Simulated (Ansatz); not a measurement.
# Au: the cost of one run

Program: Ansatz 0.2.0. Level of theory: DFT PBEsol, scalar-relativistic, plane waves, PAW. These are calculated values, not measurements.

This is Au in the hcp structure; at room conditions it is fcc.

5 further runs of the same task are left out: 5 that didn't finish.

### 1 Starting point

The structure is hexagonal, space group P6_3/mmc (No. 194). The conventional cell has a = 2.900 Å, b = 2.900 Å, c = 4.880 Å, α = 90.00°, β = 90.00°, γ = 120.00°. Au (site symmetry -6m2) is surrounded by 12 Au at 2.90 to 2.96 Å.

Structure file:

```
Au
1.0
     2.90000    0.00000    0.00000
    -1.45000    2.51147    0.00000
     0.00000    0.00000    4.88000
Au
2
Direct
  0.33333 0.66667 0.75000
  0.66667 0.33333 0.25000
```

No relaxation comes first: the listed cell is the starting point.

### 2 The reference: the undisturbed cell on the scan's mesh

The input, input.yaml:

```yaml
crystal:
  lattice:
    - [2.8999984104, 0.0, 0.0]
    - [-1.4499992052, 2.5114722944, 0.0]
    - [0.0, 0.0, 4.88]
  atoms:
    - { symbol: Au, position: [0.3333333333, 0.6666666667, 0.75] }
    - { symbol: Au, position: [0.6666666667, 0.3333333333, 0.25] }
basis:
  ecutwfc: 420
kpoints:
  mp_grid: { grid: [18, 18, 10] }
hamiltonian:
  xc: pbesol
scf:
  occupations: { method: gaussian, width: 0.15 }
output:
  forces: true
  stress: true
  eigenvalues: true
```

Started as:

```sh
> ansatz run input.yaml --threads 1 --pin off --max-ram 2560MiB --backend cpu --events-out ev --progress --plain --runs-dir out
```

**Question.** How long does this run take on 1 thread of Arm Neoverse V2, shared host, and how much memory does it need?

About 7.1 s, with a peak of 0.39 GiB.
